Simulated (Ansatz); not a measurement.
Crystal: HPbNO4.

```
CELL_PARAMETERS angstrom
4.12040 -0.00081 -0.01120
0.00404 6.42722 0.05360
0.02791 3.20707 7.74994
ATOMIC_POSITIONS crystal
H 0.90366 0.21821 0.48851
H 0.40337 0.78177 0.51142
Pb 0.39455 0.30863 0.70725
Pb 0.89489 0.69135 0.29266
N 0.63409 0.19990 0.20730
N 0.13386 0.80012 0.79275
O 0.90829 0.32866 0.54369
O 0.53792 0.39076 0.19497
O 0.53483 0.11279 0.10602
O 0.83718 0.08887 0.32672
O 0.40817 0.67132 0.45624
O 0.03774 0.60924 0.80520
O 0.03429 0.88737 0.89397
O 0.33716 0.91101 0.67330
```

The cell was built by a generator and needn't be a form met in nature.

```yaml
Program: Ansatz 0.2.0
Task: relaxation of cell and atoms
Functional: PBEsol
Dispersion: D3(BJ)
Potentials_or_basis: Ansatz PAW
Cutoff: "420 eV (not typed: the program's choice for these potentials)"
k_mesh: 5 × 4 × 3
Occupations: fermi-dirac, width 0.05 eV
Spin: no spin polarisation
```

At the start: volume 14.61 Å³/atom.

How do energy, volume and symmetry change on relaxing?

It ends after 23 steps and the volume is 12.75 Å³/atom (-12.8 %); space group P2_1 (No. 4, to 0.05 Å).

The path:
```
step  energy change (eV)  largest force (eV/Å)  volume (Å³)
   1              0.0000                0.4710       204.53
   2             -0.1690                0.6051       180.54
   3             -0.2147                0.1397       187.25
   4             -0.2273                0.0604       186.10
   5             -0.2413                0.1434       184.63
   6             -0.2513                0.0641       183.38
   7             -0.2506                0.0970       183.62
   8             -0.2545                0.0846       183.04
   9             -0.2553                0.0318       182.96
  10             -0.2572                0.0274       182.56
  11             -0.2568                0.0083       182.68
  12             -0.2033                0.0135       182.68
  13             -0.2231                0.0293       179.48
  14             -0.2230                0.0141       179.58
  15             -0.2237                0.0294       179.47
  16             -0.2237                0.0287       179.46
  17             -0.2242                0.0079       179.37
  18             -0.2096                0.0085       179.37
  19             -0.2126                0.0127       178.82
  20             -0.2138                0.0092       178.61
  21             -0.2102                0.0093       178.61
  22             -0.2112                0.0046       178.44
  23             -0.2103                0.0047       178.44
```

Final structure:
```
H Pb N O
1.0
     3.82456   -0.00146   -0.01126
     0.00298    6.27062    0.15221
     0.02467    3.24975    7.51946
H Pb N O
2 2 2 8
Cartesian
  3.5479 2.8925 3.5852
  1.6386 6.6259 4.0712
  1.6637 4.1790 5.4126
  3.5671 5.3394 2.2437
  2.3485 1.9982 1.5869
  0.4517 7.5212 6.0766
  3.5920 3.7699 4.0580
  1.9585 3.1784 1.5132
  1.8865 1.1086 0.8439
  3.2386 1.6731 2.4452
  1.6791 5.7485 3.5982
  0.0613 6.3413 6.1528
  -0.0052 8.4112 6.8222
  1.3371 7.8455 5.2131
```

Caveat: the plane-wave basis is chosen anew once the cell has moved, so the energies of steps on either side of that aren't comparable; the pressure holds a Pulay correction of +0.8 GPa for the finite cutoff; the PAW data sets come from PBE, with cores solved anew for the run's functional, which leaves a small shift of forces and pressure.
